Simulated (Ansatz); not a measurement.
# TaSi (rocksalt type): how the settings move a single-point run

How sensitive is a single-point run of TaSi (rocksalt type) to its settings? A reference run comes first, then one run with altered input.

Computed with Ansatz 0.2.0 (reference: DFT, PBE, norm-conserving pseudopotentials, Ansatz's default files, scalar-relativistic, unless a step's input says otherwise).

## 1. The starting structure

It takes space group Fm-3m (No. 225, cubic). The conventional cell has a = 4.344 Å, b = 4.344 Å, c = 4.344 Å, α = 90.00°, β = 90.00°, γ = 90.00°. Ta (site symmetry m-3m) has 6 Si at 2.17 Å as nearest neighbours. Si (site symmetry m-3m) has 6 Ta at 2.17 Å as nearest neighbours.

As a file:

```cif
data_structure
_symmetry_space_group_name_H-M 'P 1'
_symmetry_Int_Tables_number 1
_cell_length_a 3.0713
_cell_length_b 3.0713
_cell_length_c 3.0713
_cell_angle_alpha 60.000
_cell_angle_beta 60.000
_cell_angle_gamma 60.000
_cell_volume 20.49
loop_
_atom_site_label
_atom_site_type_symbol
_atom_site_fract_x
_atom_site_fract_y
_atom_site_fract_z
_atom_site_occupancy
Ta1 Ta 0.00000 0.00000 0.00000 1
Si1 Si 0.50000 0.50000 0.50000 1
```

## 2. The reference run

File input.yaml:

```yaml
crystal:
  lattice:
    - [0.0, 2.1717683557, 2.1717683557]
    - [2.1717683557, 0.0, 2.1717683557]
    - [2.1717683557, 2.1717683557, 0.0]
  atoms:
    - { symbol: Ta, position: [0.0, 0.0, 0.0] }
    - { symbol: Si, position: [0.5, 0.5, 0.5] }
kpoints:
  mp_grid: { grid: [14, 14, 14] }
scf:
  occupations: { method: fermi_dirac, width: 0.05 }
hamiltonian:
  xc: pbe
  pseudopotentials: { kind: nc }
output:
  forces: true
  stress: true
  eigenvalues: true
```

On the command line:

```console
> ansatz run input.yaml --threads 1 --pin off --max-ram 2048MiB --backend cpu --events-out ev --progress --plain --runs-dir out
```

## 3. Variant: hubbard.sites [{species: Ta, l: d, u_eff: 1.0}], hubbard.double_counting fll

Edit input.yaml of step 2 so:

```diff
@@ -15,2 +15,3 @@
   pseudopotentials: { kind: nc }
+  hubbard: { sites: [{ species: Ta, l: d, u_eff: 1.0 }], double_counting: fll }
 output:
```

What does the calculation give? Wanted: for each run, ending; energy change; pressure; gap; force.

**Answer**, as computed:

```csv
run,ending,energy change,pressure (GPa),gap (eV),force (eV/Å),cycles,time
reference,converged,0,211.1,0.00,0.00,6,7.5 s
"1: hubbard.sites [{species: Ta, l: d, u_eff: 1.0}], hubbard.double_counting fll",converged,+610.0 meV/atom (U changed: no physical gain or loss),210.6,0.00,0.00,7,11 s
```

Residual by cycle in the longest SCF loop of each run; runs are numbered as in the table. The quantity is the density residual dr2, in eV.

```csv
cycle,reference,run 1
1,0.377,0.425
2,0.1,0.102
3,0.00305,0.00386
4,4.4e-5,1.4e-4
5,4.0e-6,4.0e-6
6,5.3e-8,2.6e-7
7,-,5.9e-9
```

What this shows: Changing the Hubbard U moves the energy by +610.0 meV/atom, and the pressure goes from 211.1 to 210.6 GPa. The U term adds an energy of its own, so the shift says nothing about which run is better. Cost: 7 SCF cycles against 6, 11 s against 7.5 s. A changed U is a change of model: its shifts are not errors of convergence. The structure is not at rest: the sound run finds 211 GPa, so these are no properties of the relaxed crystal. 
